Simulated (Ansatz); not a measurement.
**C2H6BFS: one species, many methods**

One table from this session's results is given with a row withheld; the runs are named, their logs left out.

Computed with Ansatz 0.2.0, Gaussian basis. Level: functionals in def2-TZVPP, the program's frozen cores in correlated methods.

Levels to be run: LDA (SPW92), PBE-D4, revPBE-D4, BLYP-D4, r2SCAN-D4, B97M-V, PBE0-D4, B3LYP-D4, r2SCANh-D4, r2SCAN0-D4, HSE06-D4, BHLYP-D4, CAM-B3LYP-D4, LC-ωPBE, ωB97X-V, ωB97M-V, B2PLYP, PBE-QIDH; CCSD(T)/def2-SVP; CCSD(T)/def2-TZVPP; MP2/def2-QZVPP; extrapolation to the limit; RPA on PBE.

## The geometry

The geometry comes from an earlier relaxation with PBE0-D4 in a triple-zeta def2 set; it is a stationary point, not always the lowest conformer.

SMILES `CSB(C)F`, 11 atoms, charge 0, spin multiplicity 1.

Atoms are counted from 1 here; the program's logs count them from 0.

Bond lengths: C1–S2 1.808 Å, C1–H6 1.089 Å, C1–H7 1.089 Å, C1–H8 1.089 Å, S2–B3 1.799 Å, B3–C4 1.560 Å, B3–F5 1.336 Å, C4–H9 1.094 Å, C4–H10 1.089 Å, C4–H11 1.096 Å. Angles: S2–C1–H6 106.6°, S2–C1–H7 111.1°, S2–C1–H8 111.2°, H6–C1–H7 108.8°, H6–C1–H8 108.8°, H7–C1–H8 110.2°, C1–S2–B3 103.9°, S2–B3–C4 127.5°, S2–B3–F5 114.1°, C4–B3–F5 118.4°, B3–C4–H9 109.7°, B3–C4–H10 115.1°, B3–C4–H11 108.8°, H9–C4–H10 108.7°, H9–C4–H11 106.2°, H10–C4–H11 107.9°.

The first run:

The input, in.yaml:

```yaml
crystal:
  periodic: [false, false, false]
  atoms:
    - {symbol: C, position_ang: [-0.368560, 1.347826, 1.126677]}
    - {symbol: S, position_ang: [-0.530000, 1.470861, -0.670167]}
    - {symbol: B, position_ang: [-0.020238, -0.149446, -1.261350]}
    - {symbol: C, position_ang: [0.441912, -1.370458, -0.406651]}
    - {symbol: F, position_ang: [-0.072267, -0.286075, -2.589327]}
    - {symbol: H, position_ang: [-0.697664, 2.302559, 1.535071]}
    - {symbol: H, position_ang: [0.667248, 1.179856, 1.417271]}
    - {symbol: H, position_ang: [-1.002708, 0.557938, 1.525394]}
    - {symbol: H, position_ang: [1.342630, -1.809082, -0.846425]}
    - {symbol: H, position_ang: [0.635177, -1.153577, 0.642979]}
    - {symbol: H, position_ang: [-0.330026, -2.147403, -0.452772]}
basis:
  gaussian: {orbitals: def2-TZVPP}
hamiltonian: {xc: lda}
output: {orbitals: {seedname: orbitals}}
```

Among the steps run: LDA; PBE-D4 (GGA); revPBE-D4 (GGA); BLYP-D4 (GGA); r2SCAN-D4 (meta-GGA); B97M-V (meta-GGA); PBE0-D4 (hybrid); B3LYP-D4 (hybrid); r2SCANh-D4 (hybrid); r2SCAN0-D4 (hybrid); HSE06-D4 (hybrid); BHLYP-D4 (hybrid); CAM-B3LYP-D4 (range-separated); LC-ωPBE-D4 (range-separated; the results give it without D4); ωB97X-V (range-separated); ωB97M-V (range-separated); B2PLYP (double hybrid); PBE-QIDH (double hybrid).

One table of the session follows, with a row left open; its other results are not shown here.

It belongs to the step «Frontier levels by functional». 

| functional | HOMO (eV) | gap (eV) |
| --- | --- | --- |
| LDA (SPW92) | -6.34 | 5.04 |
| PBE-D4 | -6.22 | 5.17 |
| revPBE-D4 | -6.16 | 5.22 |
| BLYP-D4 | -6.06 | 5.16 |
| r2SCAN-D4 | -6.46 | 5.76 |
| B97M-V | -6.54 | 5.89 |
| PBE0-D4 | -7.41 | 7.32 |
| B3LYP-D4 | -7.18 | 6.87 |
| r2SCANh-D4 | -6.91 | 6.53 |
| r2SCAN0-D4 | -7.58 | 7.69 |
| HSE06-D4 | -7.01 | 6.54 |
| BHLYP-D4 | ? | ? |
| CAM-B3LYP-D4 | -8.73 | 9.76 |
| LC-ωPBE | -10.10 | 12.30 |
| ωB97X-V | -9.75 | 11.87 |
| ωB97M-V | -9.59 | 11.51 |

**Question.** Estimate the row for BHLYP-D4.

Worked estimate for «HOMO (eV)». Against the share of exact exchange, BLYP-D4 (0, -6.06), B3LYP-D4 (0.2, -7.18) give a slope of -5.60 per unit share; at 0.5 the line stands at -8.86.

**Answer.** HOMO (eV): -8.48; gap (eV): 9.44. In «HOMO (eV)» the line misses by -0.38.
